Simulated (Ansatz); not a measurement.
# SnSe (zincblende type): the cost of one run

Computed with Ansatz 0.2.0 (DFT PBEsol, with the methods named in each step, unless a step's input says otherwise).

1 further run of the same task is left out (it didn't finish). Runs told in other sessions of the task aren't counted.

**1. The starting structure**

The structure is cubic, space group F-43m (No. 216). The conventional cell has a = 6.109 Å, b = 6.109 Å, c = 6.109 Å, α = 90.00°, β = 90.00°, γ = 90.00°. Sn (site symmetry -43m) is surrounded by 4 Se at 2.65 Å. Se (site symmetry -43m) is surrounded by 4 Sn at 2.65 Å.

As a file:

```
Sn Se
1.0
     0.00000    3.05467    3.05467
     3.05467    0.00000    3.05467
     3.05467    3.05467    0.00000
Sn Se
1 1
Direct
  0.00000 0.00000 0.00000
  0.25000 0.25000 0.25000
```

Whether this phase is the stable one at these pressures isn't tested.

Atoms are numbered in the order of the input: Sn1, Se2.

**2. Cell relaxed at zero pressure, PAW**

input.yaml reads:

```yaml
crystal:
  lattice:
    - [0.0, 3.0546685047, 3.0546685047]
    - [3.0546685047, 0.0, 3.0546685047]
    - [3.0546685047, 3.0546685047, 0.0]
  atoms:
    - { symbol: Sn, position: [0.0, 0.0, 0.0] }
    - { symbol: Se, position: [0.25, 0.25, 0.25] }
kpoints:
  mp_grid: { grid: [12, 12, 12] }
scf:
  occupations: { method: fermi_dirac, width: 0.08 }
hamiltonian:
  xc: pbesol
  pseudopotentials: { kind: paw }
output:
  forces: true
  stress: true
relax:
  f_tol: 0.005
  max_steps: 40
  cell: {}
```

Launch:

```bash
$ ansatz run input.yaml --threads 1 --pin off --max-ram 2048MiB --backend cpu --events-out ev --progress --plain --runs-dir out
```

What time and memory should one allow on 1 thread of Arm Neoverse V1, shared host?

About 45 s, with a peak of 0.43 GiB.
